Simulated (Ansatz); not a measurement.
I need a ladder of methods at one geometry of C₃H₆OSi, SMILES C=C[SiH2]C=O. Use Ansatz 0.2.0, Python API. Use (for the species named): revPBE, def2-SVP basis, multiplicity 1. The script varies functional: revpbe, lda, cam_b3lyp, b3lyp, r2scan.

```xyz
11

C    -1.6726   -0.1936    1.3665
C    -0.4082   -0.2020    0.9238
Si    0.1956    0.4654   -0.6847
C     1.8338   -0.2544   -1.2408
O     2.6727   -0.5658   -0.4062
H    -2.4932    0.2260    0.7906
H    -1.9181   -0.6152    2.3378
H     0.3794   -0.6314    1.5362
H     0.2754    1.9477   -0.5823
H    -0.8440    0.1947   -1.7158
H     1.9791   -0.3713   -2.3252
```

The script, `c3h6osi_methods.py`:
```python
from dataclasses import dataclass
from pathlib import Path

import ansatz as az
import numpy as np


@dataclass(frozen=True)
class RunConfig:
    basis: str = "def2-SVP"


cfg = RunConfig()

GEOMETRY = """
C    -1.67260   -0.19360    1.36650
C    -0.40820   -0.20200    0.92380
Si    0.19560    0.46540   -0.68470
C     1.83380   -0.25440   -1.24080
O     2.67270   -0.56580   -0.40620
H    -2.49320    0.22600    0.79060
H    -1.91810   -0.61520    2.33780
H     0.37940   -0.63140    1.53620
H     0.27540    1.94770   -0.58230
H    -0.84400    0.19470   -1.71580
H     1.97910   -0.37130   -2.32520
"""

mol = az.Crystal.molecule()
for line in GEOMETRY.strip().splitlines():
    symbol, *xyz = line.split()
    mol = mol.atom(symbol, [float(v) for v in xyz])

base = mol.calculation().basis(gaussian=cfg.basis)

print("functional    E (Ha)        dipole (D)   HOMO (eV)  LUMO (eV)")
for name in ["revpbe", "lda", "cam_b3lyp", "b3lyp", "r2scan"]:
    data = base.functional(name).forces().orbitals().run(threads=1, runs_dir="runs").report
    lines = Path(data["orbitals_path"]).read_text().splitlines()
    field_of = lambda key: [line.split("=")[1].strip() for line in lines if line.startswith(key)]
    orbitals = [(27.211386 * float(e), s, float(n)) for e, s, n in zip(field_of("Ene="), field_of("Spin="), field_of("Occup="))]
    homo = max(e for e, _, n in orbitals if n > 0.5)
    lumo = min(e for e, _, n in orbitals if n < 0.5)
    dipole = 4.803205 * np.linalg.norm(data["charge_distribution"]["dipole_moment_e_ang"])
    print(f"{name:10s} {data['free_energy_ev'] / 27.211386246:14.6f} {dipole:9.3f} {homo:11.3f} {lumo:10.3f}")
```

Running `python c3h6osi_methods.py` prints:
```text
functional    E (Ha)        dipole (D)   HOMO (eV)  LUMO (eV)
revpbe        -482.234034     1.472      -5.516     -2.812
lda           -479.530644     1.547      -5.651     -3.112
cam_b3lyp     -482.254328     1.727      -8.504     -0.480
b3lyp         -482.371639     1.651      -6.861     -1.987
r2scan        -482.206043     1.660      -5.909     -2.772
```

Caveats:
- Total energies depend on the basis set; only differences at equal settings carry meaning.
- The geometry is a force-field or estimated start, not a minimum of this method, and the basis set is short of its limit. A lower total doesn't mark the better method: functionals have no common bound, and MP2 and coupled cluster aren't variational.
- b3lyp holds the VWN-RPA fit, as in Gaussian; the form of ORCA and Turbomole is b3lyp5.
- Levels such as HOMO and LUMO are orbital energies: with these approximate functionals they aren't the ionisation energy and electron affinity, and their gap isn't the fundamental gap.
- Timing: 19 s on 1 thread of Arm Neoverse V2 (shared host), peak memory 0.3 GiB.

(Lines on the test bed's own set-up are left out of the output.)
